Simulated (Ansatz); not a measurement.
## AlV2C: relaxation of cell and atoms with PBEsol

Crystal: AlV2C.

```xyz
8
Lattice="2.8876 0.0000 0.0000 -1.4438 2.5007 0.0000 0.0000 0.0000 13.1048" Properties=species:S:1:pos:R:3 pbc="T T T"
V     0.0000    1.6672   11.9728
V     1.4438    0.8336    1.1320
V     1.4438    0.8336    5.4204
V     0.0000    1.6672    7.6845
Al    1.4438    0.8336    9.8286
Al    0.0000    1.6672    3.2762
C     0.0000    0.0000    6.5524
C     0.0000    0.0000    0.0000
```

The cell comes from a database or a generator and needn't be the stable form of this composition.

| Quantity | Value |
| --- | --- |
| Program | Ansatz 0.2.0 |
| Task | relaxation of cell and atoms |
| Functional | PBEsol |
| Potentials or basis | Ansatz PAW |
| Cutoff | 420 eV (not typed: the program's choice for these potentials) |
| k mesh | 11 × 11 × 2 |
| Occupations | fermi-dirac, width 0.05 eV |
| Spin | collinear spin, ferromagnetic start |
| Starting moments | [2.0, 2.0, 2.0, 2.0, 0.0, 0.0, 0.0, 0.0] μB |

```yaml
Relaxed_volume: 11.67 Å³/atom
Relaxed_cell: a = 2.877 Å, b = 2.877 Å, c = 13.026 Å, α = 90.00°, β = 90.00°, γ = 120.00°
Space_group_after_relaxing_to_0.05_Å: P6_3/mmc (No. 194)
Energy_gained_by_relaxing: 3.6 meV/atom
Ionic_steps: 5
Pressure_after_relaxing: 0.0 GPa
Band_gap_on_the_k_mesh: none (metal or under the smearing width)
Net_moment: 0.00 μB per cell
Absolute_moment: 0.00 μB per cell
```

The path:
```csv
step,energy change (eV),largest force (eV/Å),volume (Å³)
1,0.0000,0.4771,94.63
2,-0.0273,0.1671,93.62
3,-0.0302,0.0118,93.37
4,-0.0303,0.0002,93.36
5,-0.0290,0.0001,93.36
```

Final structure:
```yaml
crystal:
  lattice:
    - [2.87679, 0.00000, 0.00000]
    - [-1.43840, 2.49138, 0.00000]
    - [0.00000, 0.00000, 13.02567]
  atoms:
    - { symbol: V, position: [0.33333, 0.66667, 0.91464] }
    - { symbol: V, position: [0.66667, 0.33333, 0.08536] }
    - { symbol: V, position: [0.66667, 0.33333, 0.41464] }
    - { symbol: V, position: [0.33333, 0.66667, 0.58536] }
    - { symbol: Al, position: [0.66667, 0.33333, 0.75000] }
    - { symbol: Al, position: [0.33333, 0.66667, 0.25000] }
    - { symbol: C, position: [0.00000, 0.00000, 0.50000] }
    - { symbol: C, position: [0.00000, 0.00000, 0.00000] }
```

Levels at points of the mesh, in eV from the Fermi level:
Spin up:
```tsv
k point	band 31	band 32	band 33	band 34	band 35	band 36
(0.00, 0.00, 0.00)	-0.29	-0.29	-0.27	-0.27	0.62	0.62
(0.00, 0.00, -0.50)	-0.28	-0.28	-0.28	-0.28	0.63	0.63
```
Spin down:
```csv
k point,band 31,band 32,band 33,band 34,band 35,band 36
"(0.00, 0.00, 0.00)",-0.29,-0.29,-0.27,-0.27,0.62,0.62
"(0.00, 0.00, -0.50)",-0.28,-0.28,-0.28,-0.28,0.63,0.63
```

Wall time 24 s on 4 threads of Arm Neoverse V2, on a shared host, peak memory 0.59 GiB.

Caveat: the plane-wave basis is chosen anew once the cell has moved, so the energies of steps on either side of that aren't comparable; the PAW data sets come from PBE, with cores solved anew for the run's functional, which leaves a small shift of forces and pressure; the starting moments weren't kept.
